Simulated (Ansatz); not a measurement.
# Mn3SnN: the cost of one run

Program: Ansatz 0.2.0. Level of theory: DFT PBEsol, scalar-relativistic, plane waves, PAW. These are calculated values, not measurements.

2 further runs of the same task are left out: 2 set aside as unsound or not needed.

## 1. The starting structure

It takes space group Pm-3m (No. 221, cubic). Conventional cell: a = 3.817 Å, b = 3.817 Å, c = 3.817 Å, α = 90.00°, β = 90.00°, γ = 90.00°. Around Mn (site symmetry 4/mmm) lie 2 N at 1.91 Å. Sn (site symmetry m-3m) has 12 Mn at 2.70 Å in its first shell of neighbours. N (site symmetry m-3m) is surrounded by 6 Mn at 1.91 Å.

As a file:

```cif
data_structure
_symmetry_space_group_name_H-M 'Pm-3m'
_symmetry_Int_Tables_number 221
_cell_length_a 3.8167
_cell_length_b 3.8167
_cell_length_c 3.8167
_cell_angle_alpha 90.000
_cell_angle_beta 90.000
_cell_angle_gamma 90.000
_cell_volume 55.60
loop_
_atom_site_label
_atom_site_type_symbol
_atom_site_symmetry_multiplicity
_atom_site_Wyckoff_symbol
_atom_site_fract_x
_atom_site_fract_y
_atom_site_fract_z
_atom_site_occupancy
Mn1 Mn 3 c 0.00000 0.50000 0.50000 1
Sn1 Sn 1 a 0.00000 0.00000 0.00000 1
N1 N 1 b 0.50000 0.50000 0.50000 1
```

It is the result of an earlier relaxation at this level (volume 11.12 Å³/atom; gap on the mesh: none (metal), site moments up to 0.8 μB).

## 2. Bands, states and charges

input.yaml reads:

```yaml
crystal:
  lattice:
    - [3.8166717913, 0.0, 0.0]
    - [0.0, 3.8166717913, 0.0]
    - [0.0, 0.0, 3.8166717913]
  atoms:
    - { symbol: Mn, position: [0.0, 0.5, 0.5], spin: 0.83 }
    - { symbol: Mn, position: [0.5, 0.0, 0.5], spin: 0.83 }
    - { symbol: Mn, position: [0.5, 0.5, 0.0], spin: 0.83 }
    - { symbol: Sn, position: [0.0, 0.0, 0.0] }
    - { symbol: "N", position: [0.5, 0.5, 0.5] }
basis:
  ecutwfc: 420
kpoints:
  mp_grid: { grid: [10, 10, 10] }
  band_path:
    path:
      - [[0.0, 0.0, 0.0], [0.0, 0.5, 0.0], [0.5, 0.5, 0.0], [0.0, 0.0, 0.0], [0.5, 0.5, 0.5], [0.0, 0.5, 0.0]]
      - [[0.5, 0.5, 0.5], [0.5, 0.5, 0.0]]
    npoints: 14
hamiltonian:
  xc: pbesol
scf:
  occupations: { method: gaussian, width: 0.1 }
  n_extra_bands: 12
output:
  forces: true
  stress: true
  eigenvalues: true
  populations: true
  dos: { projected: true, de: 0.02, nscf_kmesh: { grid: [15, 15, 15] } }
  bader: true
  write_density: true
  write_potential: true
  elf: true
  volumetric_format: npy
magnetization:
  spin_polarized: true
checkpoint:
  read: start.run
  write: ck
  compress: false
  write_wavefunctions: false
  write_every: 100000
```

Command:

```console
$ ansatz run input.yaml --threads 1 --pin off --max-ram 2560MiB --backend cpu --events-out ev --progress --plain --runs-dir out
```

Q: Estimate wall time and peak memory on 1 thread of AMD EPYC 9R45 (Zen 5), shared host.

About 44 s, with a peak of 0.57 GiB.
